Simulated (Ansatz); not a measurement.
# C₃H₆F₂Si: a ladder of functionals and wavefunction methods

Aim: compute C₃H₆F₂Si with functionals from several rungs and with coupled cluster, and see how far each lands from CCSD(T) at the basis-set limit for the atomisation energy.

Method: functionals in def2-TZVPP, the program's frozen cores in correlated methods; program: Ansatz 0.2.0, Gaussian basis.

The runs, in order: LDA (SPW92), PBE-D4, revPBE-D4, BLYP-D4, r2SCAN-D4, B97M-V, PBE0-D4, B3LYP-D4, r2SCANh-D4, r2SCAN0-D4, HSE06-D4, BHLYP-D4, CAM-B3LYP-D4, LC-ωPBE, ωB97X-V, ωB97M-V, B2PLYP, PBE-QIDH; CCSD(T)/def2-SVP; CCSD(T)/def2-TZVPP; MP2/def2-QZVPP; extrapolation to the limit; RPA on PBE.

### 1 The relaxed structure

The geometry comes from an earlier relaxation with PBE0-D4 in a triple-zeta def2 set; it is a stationary point, not always the lowest conformer.

12 atoms, charge 0, spin multiplicity 1.

Atoms are counted from 1 here; the program's logs count them from 0.

Bond lengths: C1–C2 1.327 Å, C1–H7 1.086 Å, C1–H8 1.083 Å, C2–C3 1.493 Å, C2–H9 1.088 Å, C3–Si4 1.856 Å, C3–H10 1.095 Å, C3–H11 1.096 Å, Si4–F5 1.590 Å, Si4–F6 1.590 Å, Si4–H12 1.476 Å. Angles: C2–C1–H7 121.7°, C2–C1–H8 121.3°, H7–C1–H8 117.1°, C1–C2–C3 125.1°, C1–C2–H9 118.9°, C3–C2–H9 115.9°, C2–C3–Si4 110.7°, C2–C3–H10 111.1°, C2–C3–H11 111.5°, Si4–C3–H10 107.8°, Si4–C3–H11 108.0°, H10–C3–H11 107.5°, C3–Si4–F5 109.4°, C3–Si4–F6 109.9°, C3–Si4–H12 114.0°, F5–Si4–F6 106.9°, F5–Si4–H12 108.1°, F6–Si4–H12 108.2°.

### 2 LDA

This LDA is Slater exchange with PW92 correlation.

in.yaml

```yaml
crystal:
  periodic: [false, false, false]
  atoms:
    - {symbol: C, position_ang: [1.958883, 0.564346, -0.196886]}
    - {symbol: C, position_ang: [1.050602, -0.387437, -0.025736]}
    - {symbol: C, position_ang: [-0.202032, -0.244263, 0.774109]}
    - {symbol: Si, position_ang: [-1.670378, -0.023389, -0.338829]}
    - {symbol: F, position_ang: [-1.787481, -1.273687, -1.314614]}
    - {symbol: F, position_ang: [-3.004547, 0.013434, 0.526195]}
    - {symbol: H, position_ang: [1.864763, 1.534446, 0.281387]}
    - {symbol: H, position_ang: [2.832225, 0.403330, -0.817063]}
    - {symbol: H, position_ang: [1.187609, -1.342281, -0.527981]}
    - {symbol: H, position_ang: [-0.150379, 0.626158, 1.436635]}
    - {symbol: H, position_ang: [-0.381302, -1.125185, 1.400499]}
    - {symbol: H, position_ang: [-1.621063, 1.199329, -1.163615]}
basis:
  gaussian: {orbitals: def2-TZVPP}
hamiltonian: {xc: lda}
output: {orbitals: {seedname: orbitals}}
```

Run with:

```sh
ansatz run in.yaml --threads 4 --pin off --events-out ev --progress --plain --max-ram 10444MiB
```

After this run come: PBE-D4 (GGA); revPBE-D4 (GGA); BLYP-D4 (GGA); r2SCAN-D4 (meta-GGA); B97M-V (meta-GGA); B3LYP-D4 (hybrid); r2SCANh-D4 (hybrid); r2SCAN0-D4 (hybrid); HSE06-D4 (hybrid); BHLYP-D4 (hybrid); CAM-B3LYP-D4 (range-separated); LC-ωPBE (range-separated); ωB97X-V (range-separated); ωB97M-V (range-separated); B2PLYP (double hybrid); PBE-QIDH (double hybrid); CCSD(T) in def2-SVP; CCSD(T) in def2-TZVPP; MP2 in def2-QZVPP; RPA on PBE orbitals.

**Question.** What will the summary of the whole plan be? Wanted: atomisation energy, CCSD(T)/CBS; farthest beyond LDA; mean size of error, GGA; mean size of error, meta-GGA; mean size of error, hybrid; mean size of error, range-separated; mean size of error, double hybrid; gap, smallest and largest; T1 diagnostic.

**Answer**, as computed:

```
                               quantity                                                                                    value
        atomisation energy, CCSD(T)/CBS                                                                            4997.0 kJ/mol
 functionals within 25.0 kJ/mol (0.5 %)  r2SCAN-D4, B97M-V, PBE0-D4, B3LYP-D4, HSE06-D4, CAM-B3LYP-D4, LC-ωPBE, ωB97X-V, ωB97M-V
                    farthest beyond LDA                                                                 BHLYP-D4 (-150.7 kJ/mol)
                mean size of error, GGA                                                                              49.8 kJ/mol
           mean size of error, meta-GGA                                                                               2.2 kJ/mol
             mean size of error, hybrid                                                                              48.4 kJ/mol
    mean size of error, range-separated                                                                              10.1 kJ/mol
      mean size of error, double hybrid                                                                              43.3 kJ/mol
              gap, smallest and largest                                                5.15 eV (LDA (SPW92)), 12.36 eV (LC-ωPBE)
                          T1 diagnostic                                                                                   0.0114
triples share of the correlation energy                                                                                    3.5 %
```

**Reading.** The LDA atomisation energy is off by 666.2 kJ/mol (13 %): it overbinds. PBE-D4 misses by +72.1 kJ/mol. Double hybrids carry the basis error of their MP2 part in triple zeta, and no dispersion term here, so their miss is partly the set-up's. The rungs meta-GGA, range-separated miss on average by less than the doubt on the reference (25.0 kJ/mol), so they tie. Misses under about 25.0 kJ/mol are within the doubt on the reference itself, which lacks core-valence correlation, relativity and higher excitations. Hartree-Fock recovers 75 % of the binding; the rest is correlation. CCSD(T) in def2-SVP is off by -280.9 kJ/mol, worse than the median functional, from the basis alone. The gap grows from 5.2 to 12.4 eV across the functionals, mostly with the share of exact exchange.
